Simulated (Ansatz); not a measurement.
**CH7OSbSi: basis-set convergence**

The task here is to estimate one member of a computed series from the others.

Method: one geometry, several basis sets; program: Ansatz 0.2.0, Gaussian basis.

Plan: PBE0-D4/def2-SVP; ωB97M-V/def2-SVP; PBE0-D4/def2-QZVPP; ωB97M-V/def2-QZVPP; the functionals' def2-TZVPP values are taken from earlier runs.

### Structure used throughout

All runs share one geometry, relaxed beforehand with PBE0-D4 in a triple-zeta def2 set. Sb takes the def2 core potential; no spin-orbit term is included.

SMILES `C[O][SbH][SiH3]`, 11 atoms, charge 0, spin multiplicity 1.

Atoms are counted from 1 here; the program's logs count them from 0.

Bond lengths: C1–O2 1.405 Å, C1–H5 1.099 Å, C1–H6 1.100 Å, C1–H7 1.094 Å, O2–Sb3 1.981 Å, Sb3–Si4 2.580 Å, Sb3–H8 1.725 Å, Si4–H9 1.484 Å, Si4–H10 1.486 Å, Si4–H11 1.489 Å. Angles: O2–C1–H5 112.0°, O2–C1–H6 112.8°, O2–C1–H7 107.9°, H5–C1–H6 108.0°, H5–C1–H7 108.0°, H6–C1–H7 107.9°, C1–O2–Sb3 117.0°, O2–Sb3–Si4 90.6°, O2–Sb3–H8 95.8°, Si4–Sb3–H8 89.9°, Sb3–Si4–H9 110.7°, Sb3–Si4–H10 109.5°, Sb3–Si4–H11 108.4°, H9–Si4–H10 109.8°, H9–Si4–H11 109.8°, H10–Si4–H11 108.7°.

Geometry (Å):

```
C     0.76511    2.06107   -0.58952
O     0.68382    0.78772   -0.00198
Sb   -1.08141    0.23377    0.70601
Si   -0.32615   -2.23263    0.73734
H     0.21306    2.11357   -1.53835
H     0.38854    2.85774    0.06809
H     1.81841    2.26820   -0.79858
H    -1.81836   -0.01311   -0.83426
H     0.34277   -2.59317   -0.53768
H     0.60654   -2.45032    1.87343
H    -1.52704   -3.08985    0.93609
```

The first run:

The input, in.yaml:

```yaml
crystal:
  periodic: [false, false, false]
  atoms:
    - {symbol: C, position_ang: [0.765106, 2.061067, -0.589515]}
    - {symbol: O, position_ang: [0.683821, 0.787724, -0.001985]}
    - {symbol: Sb, position_ang: [-1.081406, 0.233774, 0.706009]}
    - {symbol: Si, position_ang: [-0.326145, -2.232630, 0.737344]}
    - {symbol: H, position_ang: [0.213062, 2.113568, -1.538351]}
    - {symbol: H, position_ang: [0.388545, 2.857743, 0.068088]}
    - {symbol: H, position_ang: [1.818410, 2.268204, -0.798577]}
    - {symbol: H, position_ang: [-1.818363, -0.013112, -0.834256]}
    - {symbol: H, position_ang: [0.342773, -2.593172, -0.537677]}
    - {symbol: H, position_ang: [0.606539, -2.450316, 1.873429]}
    - {symbol: H, position_ang: [-1.527042, -3.089852, 0.936092]}
basis:
  gaussian: {orbitals: def2-SVP}
hamiltonian: {xc: pbe0, dispersion: d4}
output: {orbitals: {seedname: orbitals}}
```

Started as:

```console
> ansatz run in.yaml --threads 4 --pin off --events-out ev --progress --plain --max-ram 10444MiB
```

Steps of the session up to this table: PBE0-D4 in def2-SVP; ωB97M-V in def2-SVP; PBE0-D4 in def2-QZVPP; ωB97M-V in def2-QZVPP.

One table of the session follows, with a row left open; its other results are not shown here.

It belongs to the step «Density functionals: the series». 

| functional | basis | HOMO (eV) |
| --- | --- | --- |
| PBE0-D4 | def2-SVP | -6.72 |
| PBE0-D4 | def2-TZVPP | ? |
| PBE0-D4 | def2-QZVPP | -6.87 |
| ωB97M-V | def2-SVP | -8.76 |
| ωB97M-V | def2-TZVPP | -8.89 |
| ωB97M-V | def2-QZVPP | -8.92 |

Q: Estimate the row for PBE0-D4, def2-TZVPP from the others.

As computed: HOMO (eV): -6.84. In the column «HOMO (eV)» it lies between PBE0-D4, def2-QZVPP (-6.87) and PBE0-D4, def2-SVP (-6.72).
